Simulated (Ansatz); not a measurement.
## ClGeHI, SMILES [Cl][GeH][I]: an atomisation energy, step by step

Program: Ansatz 0.2.0 through its Python package.

The cells in order, each with its output:

```python
from collections import Counter

import ansatz as az
```

```python
def single_point(molecule, charge=0, unpaired=0):
    calc = molecule.calculation().basis(gaussian="x2c-TZVPPall").functional("r2scan")
    if charge:
        calc = calc.charge(charge)
    if unpaired:
        calc = calc.spin("collinear", total=unpaired)
    return calc.run(threads=1, pin="off").report["free_energy_ev"]
```

```python
GEOMETRY = """
Cl   -1.92000    0.11100   -0.50290
Ge    0.19080    0.24040   -0.46250
I     1.06890   -1.88480    0.56380
H     0.71580    1.47320    0.38120
"""
```

```python
geometry = az.Crystal.molecule()
for line in GEOMETRY.strip().splitlines():
    symbol, *xyz = line.split()
    geometry = geometry.atom(symbol, [float(v) for v in xyz])

# unpaired electrons of the ground-state atoms
unpaired = {"Cl": 1, "Ge": 2, "I": 1, "H": 1}
counts = Counter(site.symbol for site in geometry.cartesian_sites)
atom_energy = {s: single_point(az.Crystal.molecule().atom(s, (0, 0, 0)), 0, unpaired[s]) for s in counts}
whole = single_point(geometry, 0, 1)
for s, e in atom_energy.items():
    print(f"{s:2s} x{counts[s]}  {e:14.5f} eV")
print(f"ClGeHI: {whole:.5f} eV")
split = sum(counts[s] * e for s, e in atom_energy.items()) - whole
print(f"atomisation energy (no zero-point term): {23.060548 * split:.1f} kcal/mol, {split / sum(counts.values()):.3f} eV an atom")
```

    Cl x1    -12559.03398 eV
    Ge x1    -57108.67429 eV
    I  x1   -193630.16042 eV
    H  x1       -13.60389 eV
    ClGeHI: -263320.54552 eV
    atomisation energy (no zero-point term): 209.2 kcal/mol, 2.268 eV an atom

209.2 kcal/mol from the electronic energies, without the zero-point term.

Caveats:
- Total energies depend on the basis set; only differences at equal settings carry meaning.
- The geometry is a force-field or estimated start, not a minimum of this method, and the basis set is short of its limit. All parts are taken at fixed geometry, without zero-point energy.
- The species is open-shell (spin multiplicity 2).
- The spin-orbit lowering of heavy atoms is left out.
- Finished in 17 s on 1 thread of Intel(R) Xeon(R) 6975P-C (Granite Rapids), with other jobs on the host, peak memory 0.36 GiB.
